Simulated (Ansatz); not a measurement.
# Ga3As2P: the cost of one run

Method: DFT PBE, scalar-relativistic, plane waves, PAW, in Ansatz 0.2.0.

## 1. The system as given

It takes space group I-4m2 (No. 119, tetragonal). Conventional cell: a = 3.875 Å, b = 3.875 Å, c = 16.440 Å, α = 90.00°, β = 90.00°, γ = 90.00°. Ga (site symmetry -4m2) is surrounded by 4 As at 2.37 Å. Ga (site symmetry 2mm) has 2 P at 2.37 Å and 2 As at 2.37 Å as nearest neighbours. P (site symmetry -4m2) is surrounded by 4 Ga at 2.37 Å. Around As (site symmetry 2mm) lie 4 Ga at 2.37 Å.

Structure file:

```
Ga P As
1.0
    -1.93745    1.93745    8.21992
     1.93745   -1.93745    8.21992
     1.93745    1.93745   -8.21992
Ga P As
3 1 2
Direct
  0.00000 0.00000 0.00000
  0.66667 0.66667 0.00000
  0.33333 0.33333 0.00000
  0.75000 0.25000 0.50000
  0.41667 0.91667 0.50000
  0.08333 0.58333 0.50000
```

The start is an ordering of an alloy on its end members' structure types: elements ordered on the sites of the GaP type, As/P on P (I-4m2, No. 119).

## 2. A first look at the guess

The input, input.yaml:

```yaml
crystal:
  lattice:
    - [-1.93745399, 1.93745399, 8.21992112]
    - [1.93745399, -1.93745399, 8.21992112]
    - [1.93745399, 1.93745399, -8.21992112]
  atoms:
    - { symbol: Ga, position: [0.0, 0.0, 0.0] }
    - { symbol: Ga, position: [0.66666667, 0.66666667, 0.0] }
    - { symbol: Ga, position: [0.33333333, 0.33333333, 0.0] }
    - { symbol: P, position: [0.75, 0.25, 0.5] }
    - { symbol: As, position: [0.41666667, 0.91666667, 0.5] }
    - { symbol: As, position: [0.08333333, 0.58333333, 0.5] }
basis:
  ecutwfc: 420
kpoints:
  mp_grid: { grid: [6, 6, 6] }
hamiltonian:
  xc: pbe
scf:
  occupations: { method: gaussian, width: 0.1 }
  lower_state_search: "off"
output:
  forces: true
  stress: true
  eigenvalues: true
```

Run with:

```
$ ansatz run input.yaml --threads 1 --pin off --max-ram 2560MiB --backend cpu --events-out ev --progress --plain --runs-dir out
```

**Question.** How long does this run take on 1 thread of AMD EPYC (Zen 3), shared host, and how much memory does it need?

About 24 s, with a peak of 0.44 GiB.
